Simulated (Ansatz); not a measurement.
# C₂H₆OSi: small, medium and large basis sets

An exercise on one series of results from a longer session: the logs are not shown, and one member is left open.

The runs use Ansatz 0.2.0, Gaussian basis; one geometry, several basis sets.

Plan: PBE0-D4/def2-SVP; ωB97M-V/def2-SVP; PBE0-D4/def2-QZVPP; ωB97M-V/def2-QZVPP; the functionals' def2-TZVPP values are taken from earlier runs.

## Structure used throughout

An earlier PBE0-D4 in a triple-zeta def2 set relaxation fixed the geometry.

SMILES `C1C[SiH2]O1`, 10 atoms, charge 0, spin multiplicity 1.

Atoms are counted from 1 here; the program's logs count them from 0.

Bond lengths: C1–C2 1.547 Å, C1–O4 1.448 Å, C1–H5 1.093 Å, C1–H6 1.093 Å, C2–Si3 1.873 Å, C2–H7 1.089 Å, C2–H8 1.089 Å, Si3–O4 1.667 Å, Si3–H9 1.488 Å, Si3–H10 1.488 Å. Angles: C2–C1–O4 102.2°, C2–C1–H5 113.4°, C2–C1–H6 113.3°, O4–C1–H5 109.5°, O4–C1–H6 109.5°, H5–C1–H6 108.8°, C1–C2–Si3 82.5°, C1–C2–H7 114.2°, C1–C2–H8 114.3°, Si3–C2–H7 117.1°, Si3–C2–H8 117.3°, H7–C2–H8 109.4°, C2–Si3–O4 82.2°, C2–Si3–H9 118.3°, C2–Si3–H10 118.4°, O4–Si3–H9 114.1°, O4–Si3–H10 114.1°, H9–Si3–H10 107.9° and more.

The first run:

The input, in.yaml:

```yaml
crystal:
  periodic: [false, false, false]
  atoms:
    - {symbol: C, position_ang: [-0.816361, 0.556046, -0.533568]}
    - {symbol: C, position_ang: [-0.349833, -0.851929, -0.093806]}
    - {symbol: Si, position_ang: [1.099258, 0.112625, 0.597341]}
    - {symbol: O, position_ang: [0.255773, 1.398911, -0.046000]}
    - {symbol: H, position_ang: [-0.901363, 0.665270, -1.617775]}
    - {symbol: H, position_ang: [-1.759028, 0.862702, -0.072993]}
    - {symbol: H, position_ang: [-0.144689, -1.532032, -0.919143]}
    - {symbol: H, position_ang: [-1.011119, -1.339477, 0.620825]}
    - {symbol: H, position_ang: [1.267290, 0.173667, 2.074962]}
    - {symbol: H, position_ang: [2.443173, -0.096981, -0.006842]}
basis:
  gaussian: {orbitals: def2-SVP}
hamiltonian: {xc: pbe0, dispersion: d4}
output: {orbitals: {seedname: orbitals}}
```

Command:

```console
$ ansatz run in.yaml --threads 2 --pin off --events-out ev --progress --plain --max-ram 4352MiB
```

Steps of the session up to this table: PBE0-D4 in def2-SVP; ωB97M-V in def2-SVP; PBE0-D4 in def2-QZVPP; ωB97M-V in def2-QZVPP.

One of the session's tables, all rows but one given; the rest of the session is left out.

```
functional       basis  HOMO (eV)  LUMO (eV)
   PBE0-D4    def2-SVP      -7.75       0.35
   PBE0-D4  def2-TZVPP      -7.86      -0.10
   PBE0-D4  def2-QZVPP      -7.89      -0.23
   ωB97M-V    def2-SVP     -10.08       2.28
   ωB97M-V  def2-TZVPP          ?          ?
   ωB97M-V  def2-QZVPP     -10.25       1.22
```

**Question.** Estimate the row for ωB97M-V, def2-TZVPP.

As computed: HOMO (eV): -10.22; LUMO (eV): 1.56. In the column «HOMO (eV)» it lies between ωB97M-V, def2-QZVPP (-10.25) and ωB97M-V, def2-SVP (-10.08).
